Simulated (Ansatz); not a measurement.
# Y3Au2Cl2: the cost of one run

Computed with Ansatz 0.2.0 (DFT PBE, scalar-relativistic, plane waves, PAW, unless a step's input says otherwise).

1 further run of the same task is left out (it didn't finish). Runs told in other sessions of the task aren't counted.

## (1) Starting point

Symmetry: R-3m, No. 166, trigonal system. The conventional cell has a = 5.803 Å, b = 5.803 Å, c = 15.153 Å, α = 90.00°, β = 90.00°, γ = 120.00°. Y (site symmetry 2/m) has 2 Cl at 2.43 Å in its first shell of neighbours. Au (site symmetry -3m) is surrounded by 6 Y at 3.03 Å and 6 Cl at 3.44 Å. Au (site symmetry -3m) has 6 Y at 2.90 Å and 2 Cl at 3.29 Å in its first shell of neighbours. Cl (site symmetry 3m) is surrounded by 3 Y at 2.43 Å and 4 Au at 3.29 to 3.44 Å.

Coordinates:

```cif
data_structure
_symmetry_space_group_name_H-M 'P 1'
_symmetry_Int_Tables_number 1
_cell_length_a 6.0613
_cell_length_b 6.0613
_cell_length_c 6.0613
_cell_angle_alpha 57.205
_cell_angle_beta 57.205
_cell_angle_gamma 57.205
_cell_volume 147.32
loop_
_atom_site_label
_atom_site_type_symbol
_atom_site_fract_x
_atom_site_fract_y
_atom_site_fract_z
_atom_site_occupancy
Y1 Y 0.00000 0.00000 0.50000 1
Y2 Y 0.00000 0.50000 0.00000 1
Y3 Y 0.50000 0.00000 0.00000 1
Au1 Au 0.00000 0.00000 0.00000 1
Au2 Au 0.50000 0.50000 0.50000 1
Cl1 Cl 0.28279 0.28279 0.28279 1
Cl2 Cl 0.71721 0.71721 0.71721 1
```

Recipe of the guess: species swapped into a database cell of In2Ni3Se2 (R-3m, No. 166), with Au on the In sites, Y on the Ni sites and Cl on the Se sites. Its size is a rough estimate.

## (2) The guess as it stands, on a coarse mesh

File input.yaml:

```yaml
crystal:
  lattice:
    - [2.90168664, 1.67528956, 5.05098222]
    - [-2.90168664, 1.67528956, 5.05098222]
    - [0.0, -3.35057912, 5.05098222]
  atoms:
    - { symbol: "Y", position: [0.0, 0.0, 0.5] }
    - { symbol: "Y", position: [0.0, 0.5, 0.0] }
    - { symbol: "Y", position: [0.5, 0.0, 0.0] }
    - { symbol: Au, position: [0.0, 0.0, 0.0] }
    - { symbol: Au, position: [0.5, 0.5, 0.5] }
    - { symbol: Cl, position: [0.28279147, 0.28279147, 0.28279147] }
    - { symbol: Cl, position: [0.71720853, 0.71720853, 0.71720853] }
basis:
  ecutwfc: 420
kpoints:
  mp_grid: { grid: [6, 6, 6] }
hamiltonian:
  xc: pbe
scf:
  occupations: { method: gaussian, width: 0.1 }
  lower_state_search: "off"
output:
  forces: true
  stress: true
  eigenvalues: true
```

Run with:

```
> ansatz run input.yaml --threads 1 --pin off --max-ram 2560MiB --backend cpu --events-out ev --progress --plain --runs-dir out
```

What time and memory should one allow on 1 thread of Intel Xeon Platinum 8488C (Sapphire Rapids), shared host?

About 5.9 s, with a peak of 0.58 GiB.
